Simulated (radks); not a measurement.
# Er²⁺ in [Xe] 4f12: an all-electron calculation

Wanted: eigenvalues, radial structure and energy terms of the erbium ion Er2+.

Program: radks (a radial shooting solver on a logarithmic mesh, Libxc functionals) version 1. Level of theory: Dirac Kohn-Sham, PBE, spin-unpolarised, spherical densities, point nucleus; open shells are shared between the two j in proportion to 2j + 1. These are calculated values, not measurements, unless marked.

### 1 The system

```
element       : erbium (Z = 68)
charge        : +2
electrons     : 66
configuration : [Xe] 4f12
```

The outer shells:

Er²⁺
```
[Xe] core
4f [↑↓][↑↓][↑↓][↑↓][↑↓][↑ ][↑ ]
```

### 2 Self-consistent calculation

Settings of this run:

```text
Z 68
configuration [Xe] 4f12 6s0 5d0
relativity Dirac
functional pbe,pbe
spin unpolarised
j_filling average
nucleus point
c 137.035999084
```

Command:

```bash
> python run_ks.py task.json out
```

The same process makes all the runs of this session.

What does the calculation give?

**Answer**, as computed:

| quantity | value |
| --- | --- |
| total energy | -13099.0430 hartree |
| exchange-correlation share of it | 2.13 % |
| −T/E | 1.1040 |
| highest occupied level | 4f7/2, -16.937 eV |
| most extended occupied level | 5p3/2, <r> = 1.52 bohr |
| radius at density 0.001 e/bohr³ | 3.35 bohr |
| maxima of the radial density | 4 |
| ionisation energy, NIST | 22.70 (semi-emp.) eV |

**Reading.** 5 principal shells are occupied and 4 maxima appear in the radial density; where shells overlap, one shows as a shoulder or not at all. Relativity lifts −T/E to 1.104. The top level binds by 16.937 eV, 75 % of the NIST ionisation energy of 22.70 eV; the potential of a semilocal functional falls off too fast, so its top eigenvalue is too shallow. Spin polarisation and multiplet splitting are left out. Sharing an open shell by 2j + 1 raises it above the true ground level by a part of the spin-orbit splitting, which enters the differences from NIST.
